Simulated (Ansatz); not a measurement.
**Titanium, beta-Sn type under m-r²SCAN: from relaxation to bulk modulus**

The plan for titanium in the beta-Sn type structure: relax it, solve it on a dense k-mesh, then scale the cell to 7 volumes from 88 to 112 % of the relaxed one and try a fit of the equation of state. The start is ferromagnetic. The k-meshes are 13×13×9 for the relaxation; 20×20×11 for the dense run; 14×14×8 for the volumes.

Program: Ansatz 0.2.0. Level of theory: DFT m-r2SCAN, plane waves (500 eV) with PAW, scalar-relativistic; PAW files made under PBE, frozen cores solved again for the functional; m-r²SCAN is r²SCAN on the gauge-invariant kinetic-energy density. These are calculated values, not measurements.

## Step 1: The starting structure

It takes space group I4_1/amd (No. 141, tetragonal). The conventional cell has a = 5.140 Å, b = 5.140 Å, c = 2.807 Å, α = 90.00°, β = 90.00°, γ = 90.00°. Around Ti (site symmetry -4m2) lie 6 Ti at 2.66 to 2.81 Å.

As a file:

```
CELL_PARAMETERS angstrom
-2.57022 2.57022 1.40334
2.57022 -2.57022 1.40334
2.57022 2.57022 -1.40334
ATOMIC_POSITIONS crystal
Ti 0.00000 0.00000 0.00000
Ti 0.75000 0.25000 0.50000
```

The atoms start with moments of +1 ×2 μB.

## Step 2: Relaxing cell and atoms

input.yaml reads:

```yaml
crystal:
  lattice:
    - [-2.5702241168, 2.5702241168, 1.4033423678]
    - [2.5702241168, -2.5702241168, 1.4033423678]
    - [2.5702241168, 2.5702241168, -1.4033423678]
  atoms:
    - { symbol: Ti, position: [0.0, 0.0, 0.0], spin: 1.0 }
    - { symbol: Ti, position: [0.75, 0.25, 0.5], spin: 1.0 }
hamiltonian:
  xc: mr2scan
  pseudopotentials:
    kind: paw
    azcp:
      Ti: "pseudopotentials/Ti.paw.azcp"
basis:
  ecutwfc: 500
  fft_grid_basis: typed
kpoints:
  mp_grid: { grid: [13, 13, 9], shift: [0, 0, 0] }
magnetization:
  spin_polarized: true
scf:
  occupations: { method: fermi_dirac, width: 0.05 }
relax:
  max_steps: 60
  f_tol: 0.01
  cell: {}
```

Started as:

```
$ ansatz run input.yaml --threads 2 --pin off --max-ram 6144MiB --backend cpu --events-out ev --progress --plain --runs-dir out
```

After this run come: The energy on a finer k-mesh; At 88 % of the relaxed volume; At 92 % of the relaxed volume; At 96 % of the relaxed volume; At 100 % of the relaxed volume; At 104 % of the relaxed volume; At 108 % of the relaxed volume; At 112 % of the relaxed volume.

Q: Predict the outcome of this session. Wanted: space group; conventional cell; volume; shortest distance; gap on the mesh; magnetic state; V₀, B₀, B₀′.

**Answer**, as computed:

```
                      quantity                                   value
space group (spins left aside)                      P6_3/mmc (No. 194)
             conventional cell  a = 2.935 Å, c = 4.638 Å (c/a = 1.580)
                        volume                          17.304 Å³/atom
             shortest distance                                 2.872 Å
               gap on the mesh            none (levels filled in part)
                magnetic state                            non-magnetic
                   V₀, B₀, B₀′            17.293 Å³/atom, 118 GPa, 3.6
```

**Reading.** From the guessed start the volume shrank by 6.7 % in 21 steps. What began as beta-Sn type has relaxed into hcp. What follows belongs to that structure, not to the type named at the start. The mesh has less symmetry than the lattice, which may have let the distortion in. The starting moments do not survive. Levels at the Fermi energy are filled in part, as in a metal. B₀ comes out at 118 GPa; letting shape and positions relax at each volume could only lower it.
